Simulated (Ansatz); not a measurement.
# ZrC: the cost of one run

Method: DFT, levels as named, plane waves, PAW, in Ansatz 0.2.0.

The COD entry's cell or inner coordinates are ideal or old and differ from later refinements, so a difference from it is no clean test against experiment.

### Step 1. The system as given

Symmetry: Fm-3m, No. 225, cubic system. Conventional cell: a = 4.730 Å, b = 4.730 Å, c = 4.730 Å, α = 90.00°, β = 90.00°, γ = 90.00°. Zr (site symmetry m-3m) is surrounded by 6 C at 2.37 Å. C (site symmetry m-3m) is surrounded by 6 Zr at 2.37 Å.

As a file:

```cif
data_structure
_symmetry_space_group_name_H-M 'Fm-3m'
_symmetry_Int_Tables_number 225
_cell_length_a 4.7300
_cell_length_b 4.7300
_cell_length_c 4.7300
_cell_angle_alpha 90.000
_cell_angle_beta 90.000
_cell_angle_gamma 90.000
_cell_volume 105.82
loop_
_atom_site_label
_atom_site_type_symbol
_atom_site_symmetry_multiplicity
_atom_site_Wyckoff_symbol
_atom_site_fract_x
_atom_site_fract_y
_atom_site_fract_z
_atom_site_occupancy
Zr1 Zr 4 b 0.50000 0.00000 0.00000 1
C1 C 4 a 0.00000 0.00000 0.00000 1
```

### Step 2. Relaxation with PBE

input.yaml

```yaml
crystal:
  lattice:
    - [0.0, 2.365, 2.365]
    - [2.365, 0.0, 2.365]
    - [2.365, 2.365, 0.0]
  atoms:
    - { symbol: Zr, position: [0.5, 0.5, 0.5] }
    - { symbol: C, position: [0.0, 0.0, 0.0] }
  symmetry: { tolerance: 0.0003 }
hamiltonian:
  xc: pbe
  pseudopotentials: { kind: paw, azcp: { folder: soft_1 } }
basis:
  ecutwfc: 420
magnetization:
  spin_polarized: false
scf:
  occupations: { method: fermi_dirac, width: 0.1 }
kpoints:
  mp_grid: { grid: [11, 11, 11], shift: [0, 0, 0] }
output:
  forces: true
  stress: true
  eigenvalues: true
relax:
  max_steps: 60
  cell: {}
```

Command:

```sh
> ansatz run input.yaml --threads 2 --pin off --max-ram 5632MiB --backend cpu --events-out ev --progress --plain --runs-dir out
```

Q: Estimate wall time and peak memory on 2 threads of Intel Xeon Platinum 8488C (Sapphire Rapids), shared host.

About 3.5 s, with a peak of 0.36 GiB.
